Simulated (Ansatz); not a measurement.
**BaB2 (AlB2 type): equation of state and elastic constants**

One table from this session's results is given with a row withheld; the runs are named, their logs left out.

Computed with Ansatz 0.2.0 (DFT PBE, scalar-relativistic, plane waves, PAW, unless a step's input says otherwise).

1 further run of the same task is left out (it didn't finish).

**The starting structure**

It takes space group P6/mmm (No. 191, hexagonal). Conventional cell: a = 3.256 Å, b = 3.256 Å, c = 4.979 Å, α = 90.00°, β = 90.00°, γ = 120.00°. Ba (site symmetry 6/mmm) is surrounded by 12 B at 3.12 Å and 6 Ba at 3.26 Å. Around B (site symmetry -6m2) lie 3 B at 1.88 Å.

As a file:

```cif
data_structure
_symmetry_space_group_name_H-M 'P 1'
_symmetry_Int_Tables_number 1
_cell_length_a 3.2557
_cell_length_b 3.2557
_cell_length_c 4.9789
_cell_angle_alpha 90.000
_cell_angle_beta 90.000
_cell_angle_gamma 120.000
_cell_volume 45.70
loop_
_atom_site_label
_atom_site_type_symbol
_atom_site_fract_x
_atom_site_fract_y
_atom_site_fract_z
_atom_site_occupancy
Ba1 Ba 0.00000 0.00000 0.00000 1
B1 B 0.33333 0.66667 0.50000 1
B2 B 0.66667 0.33333 0.50000 1
```

An earlier run at PBE left this cell at 15.234 Å³/atom and 0.00 GPa (12×12×8 mesh).

Volume factors to run: 0.980, 1.020, 0.960, 1.040, 1.070, 1.100, 0.945.

Set-up of the first run:

The input, input.yaml:

```yaml
crystal:
  lattice:
    - [3.2338358311, 0.0, 0.0]
    - [-1.6169179156, 2.8005839814, 0.0]
    - [0.0, 0.0, 4.9454725074]
  atoms:
    - { symbol: Ba, position: [0.0, 0.0, 0.0] }
    - { symbol: B, position: [0.3333333333, 0.6666666667, 0.5] }
    - { symbol: B, position: [0.6666666667, 0.3333333333, 0.5] }
basis:
  ecutwfc: 420
  ecutrho_ratio: 4
kpoints:
  mp_grid: { grid: [12, 12, 8] }
hamiltonian:
  xc: pbe
scf:
  occupations: { method: gaussian, width: 0.05 }
output:
  forces: true
  stress: true
  eigenvalues: true
relax:
  f_tol: 0.01
  max_steps: 40
  cell: { stress_tol: 0.1, fix: [volume] }
```

Command:

```
$ ansatz run input.yaml --threads 2 --pin off --max-ram 2662MiB --backend cpu --events-out ev --progress --plain --runs-dir out
```

Among the steps run: Scaling the volume by 0.980; At 1.020 of the relaxed volume; At 0.960 of the relaxed volume; Scaling the volume by 1.040; Scaling the volume by 1.070; At 1.100 of the relaxed volume; At 0.945 of the relaxed volume.

One of the session's tables, all rows but one given; the rest of the session is left out.

It belongs to the step «The fit». 

| volume (Å³/atom) | energy (meV/atom) | pressure (GPa) |
| --- | --- | --- |
| 14.397 | 15.19 | 6.09 |
| 14.625 | ? | ? |
| 14.930 | 1.87 | 2.01 |
| 15.234 | 0.00 | 0.00 |
| 15.539 | 1.78 | -1.81 |
| 15.844 | 6.82 | -3.44 |
| 16.301 | 19.80 | -5.56 |
| 16.758 | 38.31 | -7.36 |

**Question.** Estimate the row for volume (Å³/atom) = 14.625.

Worked estimate for «energy (meV/atom)». A straight line through the neighbours (14.397, 15.19) and (14.930, 1.87) gives 15.19 + (1.87 − 15.19) × (14.625 − 14.397) / (14.930 − 14.397) = 9.49; a parabola fitted to 3 rows on both sides gives 7.93.

The run gave: energy (meV/atom): 7.81; pressure (GPa): 4.26. In «energy (meV/atom)» the line misses by +1.68 and the parabola by +0.12.
